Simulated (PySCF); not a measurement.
# C₂H₆Te: NMR shieldings

Wanted: NMR shieldings for C₂H₆Te (`C[Te]C`).

Computed with PySCF 2.14.0 and routines of our own; the level stands in each step. Atoms count from 0.

3 further runs of the same task are left out: 3 for a basis unfit for spin-orbit shieldings.

## 1. The starting structure

9 atoms, charge 0, multiplicity 1; geometry from: GFN2-xTB.

## 2. NMR shieldings: PBE/x2c-SVPall-2c Te:us-x2c-SVPall-2c, spin-free

What the job is given:

```
{"job": {"xc": "PBE", "basis": {"default": "x2c-SVPall-2c", "Te": "us-x2c-SVPall-2c"}, "rel": "sf", "kind": "hnmr"}, "charge": 0, "multiplicity": 1}
Te     0.005550     0.008920    -1.491420
C      1.559970    -0.016730     0.010540
H      1.485120    -0.911570     0.615620
H      1.479070     0.856440     0.644940
H      2.516550    -0.005850    -0.492760
C     -1.561000     0.018000    -0.004310
H     -1.501390     0.913020     0.602350
H     -1.468990    -0.855330     0.628630
H     -2.514880    -0.006890    -0.513590
```

Level: PBE/x2c-SVPall-2c Te:us-x2c-SVPall-2c GIAO NMR shielding, spin-free X2C, Gaussian nuclei, gas phase.

Launch:

```sh
> OMP_NUM_THREADS=1 python heavy_run.py task.json out
```

One launch serves the whole session: the jobs run in the order shown.

The log of the run:

```text
spin-free SCF
coarse grid: 33224 points
cycle   1  E = -6872.4154077344  dE = -4.691e-01  |g| = 4.593e-01  |ddm| = 5.312e+00
cycle   2  E = -6872.3154531058  dE =  9.995e-02  |g| = 7.151e-01  |ddm| = 1.235e+00
cycle   3  E = -6872.4615311910  dE = -1.461e-01  |g| = 1.333e-01  |ddm| = 8.547e-01
cycle   4  E = -6872.4665023838  dE = -4.971e-03  |g| = 3.332e-02  |ddm| = 2.824e-01
cycle   5  E = -6872.4667520957  dE = -2.497e-04  |g| = 4.866e-03  |ddm| = 6.135e-02
cycle   6  E = -6872.4667585963  dE = -6.501e-06  |g| = 8.601e-04  |ddm| = 7.699e-03
final grid: 68696 points
cycle   7  E = -6872.4672286900  dE =  2.431e-08  |g| = 1.075e-03  |ddm| = 3.492e-03
cycle   8  E = -6872.4672282979  dE =  3.921e-07  |g| = 1.596e-03  |ddm| = 4.126e-03
cycle   9  E = -6872.4672289382  dE = -6.403e-07  |g| = 3.807e-04  |ddm| = 2.335e-03
cycle  10  E = -6872.4672289802  dE = -4.194e-08  |g| = 1.786e-05  |ddm| = 5.040e-04
cycle  11  E = -6872.4672289802  dE = -6.366e-11  |g| = 5.850e-06  |ddm| = 3.151e-05
converged SCF energy = -6872.4672289802
check of the scalar solution
cycle   1  E = -6872.4672289802  dE = -6.872e+03  |FDS-SDF| = 5.850e-06
cycle   2  E = -6872.4672289802  dE = -3.638e-12  |FDS-SDF| = 5.555e-06
converged, E = -6872.4672289802

Field gradients (au) and densities at the nuclei (bohr^-3)
atom        Vxx        Vyy        Vzz        centre      nuclear mean
  0 Te     3.3114     7.3662   -10.6776     182465.235     182103.422
  1 C     -0.0726    -0.0926     0.1653        113.913        113.913
  2 H     -0.1660    -0.1672     0.3333          0.370          0.370
  3 H     -0.1665    -0.1677     0.3342          0.370          0.370
  4 H     -0.1663    -0.1713     0.3375          0.369          0.369
  5 C     -0.0719    -0.0925     0.1644        113.913        113.913
  6 H     -0.1659    -0.1672     0.3331          0.370          0.370
  7 H     -0.1663    -0.1675     0.3338          0.370          0.370
  8 H     -0.1657    -0.1706     0.3363          0.369          0.369
without picture change
  0 Te                         -11.4916                    337601.010

Core orbital energies (eV)
atom   shell        mean    spread
  0 Te 1s       -31561.292   0.000
  0 Te 2s        -4839.674   0.000
  0 Te 3s         -962.786   0.000
  0 Te 4s         -163.433   0.000
  0 Te 5s          -15.528   0.000
  0 Te 2p        -4348.043   0.064
  0 Te 3p         -802.411   0.177
  0 Te 4p         -113.640   0.471
  0 Te 3d         -558.482   0.143
  0 Te 4d          -40.760   0.506

Shielding tensors (ppm)
atom      isotropic    diamagn.    paramagn.     s11        s22        s33       span
  0 Te     2706.93     5415.88    -2708.95    1880.94    2606.39    3633.46    1752.53
  1 C       186.30      245.00      -58.70     168.08     191.83     198.99      30.91
  2 H        30.27       30.34       -0.07      23.75      27.53      39.53      15.78
  3 H        30.30       30.40       -0.10      23.76      27.56      39.57      15.81
  4 H        30.93       29.04        1.88      24.69      27.11      40.98      16.30
  5 C       186.39      245.06      -58.67     168.13     192.19     198.87      30.74
  6 H        30.24       30.33       -0.09      23.70      27.50      39.52      15.81
  7 H        30.30       30.43       -0.13      23.72      27.59      39.59      15.86
  8 H        30.91       29.03        1.88      24.68      27.09      40.95      16.27
```

Wall time 7.2 s (1 thread of Intel Xeon 6975P-C, shared host); peak memory 0.66 GiB.

## 3. NMR shieldings: PBE/x2c-SVPall-2c Te:us-x2c-SVPall-2c in water, spin-free

Settings changed since step 2:

```diff
@@ -1,2 +1,2 @@
-{"job": {"xc": "PBE", "basis": {"default": "x2c-SVPall-2c", "Te": "us-x2c-SVPall-2c"}, "rel": "sf", "kind": "hnmr"}, "charge": 0, "multiplicity": 1}
+{"job": {"xc": "PBE", "basis": {"default": "x2c-SVPall-2c", "Te": "us-x2c-SVPall-2c"}, "rel": "sf", "solvent": "water", "kind": "hnmr"}, "charge": 0, "multiplicity": 1}
 Te     0.005550     0.008920    -1.491420
```

Method: PBE/x2c-SVPall-2c Te:us-x2c-SVPall-2c GIAO NMR shielding, spin-free X2C, Gaussian nuclei, IEF-PCM water.

The log of the run:

```text
spin-free SCF
coarse grid: 33224 points
cycle   1  E = -6872.4198448408  dE = -4.731e-01  |g| = 4.553e-01  |ddm| = 5.311e+00
cycle   2  E = -6872.3317945003  dE =  8.805e-02  |g| = 6.850e-01  |ddm| = 1.209e+00
cycle   3  E = -6872.4674241620  dE = -1.356e-01  |g| = 1.109e-01  |ddm| = 7.827e-01
cycle   4  E = -6872.4703454611  dE = -2.921e-03  |g| = 2.865e-02  |ddm| = 2.312e-01
cycle   5  E = -6872.4704576307  dE = -1.122e-04  |g| = 4.102e-03  |ddm| = 5.035e-02
cycle   6  E = -6872.4704622739  dE = -4.643e-06  |g| = 6.605e-04  |ddm| = 6.454e-03
final grid: 68696 points
cycle   7  E = -6872.4709324450  dE = -4.269e-08  |g| = 7.629e-04  |ddm| = 2.868e-03
cycle   8  E = -6872.4709323617  dE =  8.333e-08  |g| = 9.651e-04  |ddm| = 2.910e-03
cycle   9  E = -6872.4709325670  dE = -2.053e-07  |g| = 2.129e-04  |ddm| = 1.463e-03
cycle  10  E = -6872.4709325796  dE = -1.265e-08  |g| = 1.978e-05  |ddm| = 2.744e-04
cycle  11  E = -6872.4709325797  dE = -8.731e-11  |g| = 3.446e-06  |ddm| = 2.512e-05
converged SCF energy = -6872.4709325797
check of the scalar solution
cycle   1  E = -6872.4709325797  dE = -6.872e+03  |FDS-SDF| = 3.446e-06
cycle   2  E = -6872.4709325797  dE =  5.457e-12  |FDS-SDF| = 3.397e-06
converged, E = -6872.4709325797

Field gradients (au) and densities at the nuclei (bohr^-3)
atom        Vxx        Vyy        Vzz        centre      nuclear mean
  0 Te     3.0433     7.0227   -10.0661     182464.920     182103.107
  1 C     -0.0861    -0.1022     0.1883        113.916        113.916
  2 H     -0.1653    -0.1669     0.3322          0.368          0.368
  3 H     -0.1657    -0.1674     0.3331          0.368          0.368
  4 H     -0.1651    -0.1711     0.3362          0.368          0.368
  5 C     -0.0854    -0.1021     0.1874        113.916        113.916
  6 H     -0.1652    -0.1668     0.3321          0.368          0.368
  7 H     -0.1655    -0.1673     0.3327          0.368          0.368
  8 H     -0.1646    -0.1704     0.3350          0.367          0.367
without picture change
  0 Te                         -10.8327                    337600.414

Core orbital energies (eV)
atom   shell        mean    spread
  0 Te 1s       -31561.320   0.000
  0 Te 2s        -4839.702   0.000
  0 Te 3s         -962.814   0.000
  0 Te 4s         -163.459   0.000
  0 Te 5s          -15.529   0.000
  0 Te 2p        -4348.071   0.061
  0 Te 3p         -802.439   0.168
  0 Te 4p         -113.665   0.445
  0 Te 3d         -558.509   0.135
  0 Te 4d          -40.785   0.476

Shielding tensors (ppm)
atom      isotropic    diamagn.    paramagn.     s11        s22        s33       span
  0 Te     2835.22     5416.28    -2581.06    2132.08    2630.38    3743.20    1611.13
  1 C       186.60      245.10      -58.50     167.11     192.13     200.58      33.47
  2 H        30.15       30.18       -0.03      23.58      27.35      39.53      15.95
  3 H        30.18       30.24       -0.06      23.59      27.39      39.56      15.98
  4 H        30.78       28.83        1.95      24.37      26.93      41.03      16.66
  5 C       186.71      245.16      -58.45     167.17     192.50     200.45      33.29
  6 H        30.13       30.17       -0.04      23.54      27.33      39.51      15.98
  7 H        30.18       30.27       -0.09      23.55      27.42      39.58      16.03
  8 H        30.76       28.81        1.94      24.36      26.92      41.00      16.64
```

Run time: 8.6 s. Hardware: 1 thread of Intel Xeon 6975P-C, shared host; peak memory 0.56 GiB.

## 4. NMR shieldings: PBE/x2c-SVPall-2c Te:us-x2c-SVPall-2c in dichloromethane, spin-free

Settings changed since step 3:

```diff
@@ -1,2 +1,2 @@
-{"job": {"xc": "PBE", "basis": {"default": "x2c-SVPall-2c", "Te": "us-x2c-SVPall-2c"}, "rel": "sf", "solvent": "water", "kind": "hnmr"}, "charge": 0, "multiplicity": 1}
+{"job": {"xc": "PBE", "basis": {"default": "x2c-SVPall-2c", "Te": "us-x2c-SVPall-2c"}, "rel": "sf", "solvent": "dichloromethane", "kind": "hnmr"}, "charge": 0, "multiplicity": 1}
 Te     0.005550     0.008920    -1.491420
```

Level: PBE/x2c-SVPall-2c Te:us-x2c-SVPall-2c GIAO NMR shielding, spin-free X2C, Gaussian nuclei, IEF-PCM dichloromethane.

The log of the run:

```text
spin-free SCF
coarse grid: 33224 points
cycle   1  E = -6872.4191947028  dE = -4.725e-01  |g| = 4.558e-01  |ddm| = 5.311e+00
cycle   2  E = -6872.3292870777  dE =  8.991e-02  |g| = 6.894e-01  |ddm| = 1.213e+00
cycle   3  E = -6872.4666271360  dE = -1.373e-01  |g| = 1.134e-01  |ddm| = 7.929e-01
cycle   4  E = -6872.4697535235  dE = -3.126e-03  |g| = 2.901e-02  |ddm| = 2.365e-01
cycle   5  E = -6872.4698744084  dE = -1.209e-04  |g| = 4.225e-03  |ddm| = 5.132e-02
cycle   6  E = -6872.4698793174  dE = -4.909e-06  |g| = 6.836e-04  |ddm| = 6.662e-03
final grid: 68696 points
cycle   7  E = -6872.4703494742  dE = -3.897e-08  |g| = 7.940e-04  |ddm| = 2.925e-03
cycle   8  E = -6872.4703493724  dE =  1.018e-07  |g| = 1.022e-03  |ddm| = 3.015e-03
cycle   9  E = -6872.4703496068  dE = -2.344e-07  |g| = 2.307e-04  |ddm| = 1.532e-03
cycle  10  E = -6872.4703496217  dE = -1.491e-08  |g| = 1.941e-05  |ddm| = 2.977e-04
cycle  11  E = -6872.4703496218  dE = -1.010e-10  |g| = 3.826e-06  |ddm| = 2.564e-05
converged SCF energy = -6872.4703496218
check of the scalar solution
cycle   1  E = -6872.4703496218  dE = -6.872e+03  |FDS-SDF| = 3.826e-06
cycle   2  E = -6872.4703496219  dE = -2.274e-11  |FDS-SDF| = 3.917e-06
converged, E = -6872.4703496219

Field gradients (au) and densities at the nuclei (bohr^-3)
atom        Vxx        Vyy        Vzz        centre      nuclear mean
  0 Te     3.0860     7.0777   -10.1637     182464.969     182103.157
  1 C     -0.0840    -0.1007     0.1847        113.915        113.915
  2 H     -0.1655    -0.1670     0.3324          0.369          0.369
  3 H     -0.1659    -0.1674     0.3333          0.369          0.369
  4 H     -0.1653    -0.1711     0.3364          0.368          0.368
  5 C     -0.0833    -0.1005     0.1838        113.915        113.915
  6 H     -0.1654    -0.1669     0.3322          0.368          0.368
  7 H     -0.1656    -0.1673     0.3329          0.369          0.369
  8 H     -0.1647    -0.1704     0.3352          0.368          0.368
without picture change
  0 Te                         -10.9379                    337600.508

Core orbital energies (eV)
atom   shell        mean    spread
  0 Te 1s       -31561.308   0.000
  0 Te 2s        -4839.690   0.000
  0 Te 3s         -962.802   0.000
  0 Te 4s         -163.447   0.000
  0 Te 5s          -15.522   0.000
  0 Te 2p        -4348.059   0.062
  0 Te 3p         -802.427   0.169
  0 Te 4p         -113.654   0.449
  0 Te 3d         -558.498   0.137
  0 Te 4d          -40.774   0.480

Shielding tensors (ppm)
atom      isotropic    diamagn.    paramagn.     s11        s22        s33       span
  0 Te     2815.72     5416.22    -2600.50    2093.79    2626.81    3726.55    1632.76
  1 C       186.57      245.09      -58.52     167.29     192.09     200.33      33.04
  2 H        30.17       30.21       -0.04      23.61      27.38      39.53      15.92
  3 H        30.20       30.27       -0.07      23.61      27.42      39.57      15.95
  4 H        30.80       28.86        1.94      24.41      26.96      41.02      16.61
  5 C       186.67      245.15      -58.48     167.34     192.46     200.20      32.86
  6 H        30.14       30.19       -0.05      23.56      27.36      39.51      15.95
  7 H        30.20       30.30       -0.09      23.58      27.45      39.59      16.01
  8 H        30.78       28.85        1.93      24.40      26.94      40.99      16.59
```

Run time: 8.2 s. Hardware: 1 thread of Intel Xeon 6975P-C, shared host; peak memory 0.56 GiB.

## 5. Shieldings side by side

```
                                                                        run     Te0     C5     C1    H4    H8    H2    H7   time
                   step 2, PBE/x2c-SVPall-2c Te:us-x2c-SVPall-2c, spin-free  2706.9  186.4  186.3  30.9  30.9  30.3  30.3  7.2 s
          step 3, PBE/x2c-SVPall-2c Te:us-x2c-SVPall-2c in water, spin-free  2835.2  186.7  186.6  30.8  30.8  30.2  30.2  8.6 s
step 4, PBE/x2c-SVPall-2c Te:us-x2c-SVPall-2c in dichloromethane, spin-free  2815.7  186.7  186.6  30.8  30.8  30.2  30.2  8.2 s
```

## 6. Outcome

| quantity | value |
| --- | --- |
| shieldings (step 2, PBE/x2c-SVPall-2c Te:us-x2c-SVPall-2c, spin-free) | Te0 2706.9, C1 186.3, C5 186.4 ppm |
| shieldings (step 3, PBE/x2c-SVPall-2c Te:us-x2c-SVPall-2c in water, spin-free) | Te0 2835.2, C1 186.6, C5 186.7 ppm |
| shieldings (step 4, PBE/x2c-SVPall-2c Te:us-x2c-SVPall-2c in dichloromethane, spin-free) | Te0 2815.7, C1 186.6, C5 186.7 ppm |

**Reading.** In step 2, Te0 has the widest tensor, 1753 ppm. Te0 moves most between the runs, by 128 ppm; the labels say what changes from run to run. No run holds spin-orbit coupling, which is large for shieldings at and beside heavy atoms.
